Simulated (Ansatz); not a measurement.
Working through a short molecular-dynamics run of CH5AlBN, SMILES [CH3][Al]1[BH][NH]1

Program: the Python package of Ansatz (0.2.0).

At the Python prompt:
```pycon
>>> import ansatz as az
>>> from ase import Atoms
>>> import numpy as np
>>> BASIS = 'def2-SVP'
>>> XC = 'BLYP'
>>> N_STEPS = 30
>>> TEMPERATURE_K = 200
>>> atoms = Atoms(['C', 'Al', 'B', 'N', 'H', 'H', 'H', 'H', 'H'], positions=[
...     (-0.5026, 1.3181, -1.1823),
...     (-0.0058, -0.0189, 0.132),
...     (0.7946, -1.8288, 0.7451),
...     (0.6897, -0.6207, 1.7324),
...     (-1.017, 0.8604, -2.0871),
...     (-1.281, 2.0714, -0.728),
...     (0.3681, 1.9355, -1.5206),
...     (1.2592, -2.9058, 0.5367),
...     (-0.2166, -0.8575, 2.3547),
... ])
>>> geometry = az.Crystal.molecule_from_ase(atoms)
>>> base = geometry.calculation().basis(gaussian=BASIS).functional(XC)
>>> symbols = [site.symbol for site in geometry.cartesian_sites]
>>> start = np.array([site.position_ang for site in geometry.cartesian_sites], dtype=float)
>>> report = base.relax(force_tolerance=0.02).run(threads=1).report
>>> end = np.array(report['positions_ang'])
>>> minimum = az.Crystal.molecule()
>>> for symbol, place in zip(symbols, end):
...     minimum = minimum.atom(symbol, place.tolist())
...
>>> base = (
...     minimum.calculation()
...     .basis(gaussian=BASIS)
...     .functional(XC)
...     .md('nvt_langevin', timestep=0.5, steps=N_STEPS, temperature=TEMPERATURE_K, initial_velocities='maxwell_boltzmann', seed=58, friction=0.05)
... )
>>> frames = []
>>> outcome = base.session().plan().execute(on_event=lambda e: frames.append(e['data']) if e['event'] == 'md_step' else None)
>>> print('t (fs)   E_pot (eV)      E_kin (eV)   T (K)   d(0-1) (A)')
t (fs)   E_pot (eV)      E_kin (eV)   T (K)   d(0-1) (A)
>>> for f in frames[::3]:
...     xyz = np.array(f['positions_ang'])
...     print(f'{f["time_fs"]:6.2f} {f["lagrangian_ev"]:14.5f} {f["e_kin_ev"]:10.5f} {f["temperature_k"]:8.1f} {np.linalg.norm(xyz[0] - xyz[1]):9.4f}')
...
  0.00    -9875.78337    0.20682    177.8    1.9743
  1.50    -9875.74818    0.24522    210.8    1.9744
  3.00    -9875.68876    0.15173    130.4    1.9753
  4.50    -9875.68741    0.18040    155.1    1.9759
  6.00    -9875.68792    0.16192    139.2    1.9751
  7.50    -9875.65158    0.12817    110.2    1.9756
  9.00    -9875.63825    0.15720    135.1    1.9754
 10.50    -9875.66627    0.19340    166.2    1.9789
 12.00    -9875.67858    0.19765    169.9    1.9845
 13.50    -9875.65713    0.17758    152.6    1.9924
 15.00    -9875.65855    0.20612    177.2    1.9979
>>> print('mean temperature', round(float(np.mean([f['temperature_k'] for f in frames])), 1), 'K')
mean temperature 159.2 K
```

Total energies depend on the basis set; only differences at equal settings carry meaning. The trajectory is only some femtoseconds long, so its temperature is not equilibrated; where the script doesn't relax first, it starts from a rough generated geometry. The printed temperature counts all 3N degrees of freedom under Langevin dynamics, so the first row lies under the target. Timing: 100 s on 1 thread of Arm Neoverse V2, with other jobs on the host, peak memory 0.22 GiB.
